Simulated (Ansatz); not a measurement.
Consider a convergence test of the plane-wave cutoff of Rh, space group P6_3/mmc (Ansatz 0.2.0, Python API).

`rh.py`:
```python
'''Convergence of Rh with the plane-wave cutoff.'''

import csv

import ansatz as az

system = (
    az.Lattice.from_parameters(2.691745, 2.691745, 8.79807, alpha=90, beta=90, gamma=120)
    .space_group(194)
    .atom('Rh', [0.0, 0.0, 0.0])
    .atom('Rh', [1 / 3, 2 / 3, 0.25])
)

calculation = system.calculation()
calculation = calculation.functional(az.Functional.PBESOL).kpoints(9, 9, 3)
calculation = calculation.occupations('Marzari-Vanderbilt', width=0.15)

rows = []
for value in [250, 350, 450, 550]:
    data = calculation.basis(value).run(threads=1).report
    rows.append((value, data['free_energy_ev'] / len(data['lattice']['sites']), data['n_iterations'], data['n_pw']))

with open('ecut.csv', 'w', newline='') as handle:
    writer = csv.writer(handle)
    writer.writerow(['cutoff (eV)', 'F/atom (eV)', 'iterations', 'plane waves'])
    writer.writerows([round(v, 5) if isinstance(v, float) else v for v in row] for row in rows)

# differences from the last row
for row in rows[:-1]:
    shift = 1000 * (row[1] - rows[-1][1])
    print(f'{row[0]}: {shift:+.2f} meV/atom' + ('  (within 5 meV)' if abs(shift) < 5 else ''))
```

From which cutoff on is the energy per atom within 5 meV of the last row, and how does it get there?

From 450 eV on it stays within 5 meV an atom of the value at 550 eV; the first row (250 eV) is off by 1613.4 meV and the last but one by 0.99 meV. The energy falls steadily, as expected when plane waves are added.

What the script printed:

```console
$ python rh.py
DeckWarning: basis.ecutwfc = 250 eV is below the records' recommended 420 eV, and the density's cutoff is lower with it unless basis.ecutrho_ratio is high enough to keep the records' density cutoff: compare with a run at a higher cutoff
DeckWarning: basis.ecutwfc = 350 eV is below the records' recommended 420 eV, and the density's cutoff is lower with it unless basis.ecutrho_ratio is high enough to keep the records' density cutoff: compare with a run at a higher cutoff
250: +1613.38 meV/atom
350: +13.36 meV/atom
450: +0.99 meV/atom  (within 5 meV)
```
(Warnings from the package without file and line.)

`ecut.csv`, as written:
```csv
cutoff (eV),F/atom (eV),iterations,plane waves
250,-6337.11391,7,503
350,-6338.71393,6,789
450,-6338.7263,6,1195
550,-6338.72729,6,1605
```

Notes:
- The run is spin-unpolarised.
- The mesh is modest for a metal, so energies can be off by several to tens of meV an atom and pressures by half a GPa or more; differences at equal mesh fare better.
- This isn't the structure that Rh takes at ambient conditions.
- Shifts are counted from the last row, which is itself no proven limit.
- It ran for 7.5 s on 1 thread of Intel(R) Xeon(R) Processor @ 2.30GHz (shared host), peak memory 0.53 GiB.
